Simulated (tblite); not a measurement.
# C6H18F2P2Si2 ((Me3Si)2PPF2): the cost of one run

Programs: tblite 0.8.0 and PySCF 2.14.0, with density-fitted response routines of our own. Each step states its level of theory. These are calculated values for one molecule in the gas phase, unless marked as measured. Atoms are numbered from 0 throughout.

## Step 1: Starting geometry

30 atoms, charge 0, multiplicity 1; geometry from: force field or distance geometry start.

Bonds of the start (Å): C0–Si1 1.89, Si1–C2 1.88, Si1–C3 1.86, Si1–P4 2.21, P4–P5 2.27, P5–F6 1.58, P5–F7 1.56, P4–Si8 2.21, Si8–C9 1.88, Si8–C10 1.86, Si8–C11 1.87, C0–H12 1.09, C0–H13 1.10, C0–H14 1.09, C2–H15 1.09, C2–H16 1.09, C2–H17 1.10, C3–H18 1.09, C3–H19 1.08, C3–H20 1.10, C9–H21 1.09, C9–H22 1.08, C9–H23 1.09, C10–H24 1.10, C10–H25 1.10, C10–H26 1.09, C11–H27 1.09, C11–H28 1.10, C11–H29 1.09.

## Step 2: Optimising the geometry with GFN2-xTB

Job settings and geometry (Å):

```
{"job": {"kind": "relax", "xc": "GFN2-xTB", "basis": "xTB"}, "charge": 0, "multiplicity": 1}
C      3.392000    -0.626300    -0.157500
Si     1.746200     0.133300     0.362200
C      1.779300     0.301500     2.236400
C      1.547500     1.797900    -0.435500
P      0.147500    -1.298300    -0.158200
P      0.409100    -1.450900    -2.403900
F      1.644300    -2.429700    -2.418100
F     -0.652600    -2.563400    -2.673700
Si    -1.767500    -0.207000    -0.033800
C     -3.120300    -1.497200    -0.244200
C     -1.979800     1.092500    -1.352100
C     -1.951100     0.561600     1.655800
H      3.499800    -1.628300     0.265800
H      3.463500    -0.687800    -1.248600
H      4.214200    -0.002200     0.201800
H      2.622000     0.912500     2.561400
H      1.855700    -0.668200     2.722800
H      0.863200     0.786600     2.602600
H      2.438900     2.408000    -0.256700
H      1.407600     1.709600    -1.501700
H      0.696200     2.343000    -0.001500
H     -4.106200    -1.033600    -0.158600
H     -3.045700    -1.963800    -1.219300
H     -3.042200    -2.282100     0.514800
H     -1.186200     1.852400    -1.312100
H     -2.939800     1.615300    -1.213800
H     -1.982200     0.661400    -2.352500
H     -1.720500    -0.154100     2.450000
H     -1.281800     1.426800     1.768100
H     -2.969200     0.919100     1.816500
```

On the command line:

```console
OMP_NUM_THREADS=1 python probes_run.py task.json out
```

This one command runs all jobs of the session in turn.

Q: Estimate the wall time of this first job on 1 thread of Arm Neoverse V1, shared host.

About 1.6 s.
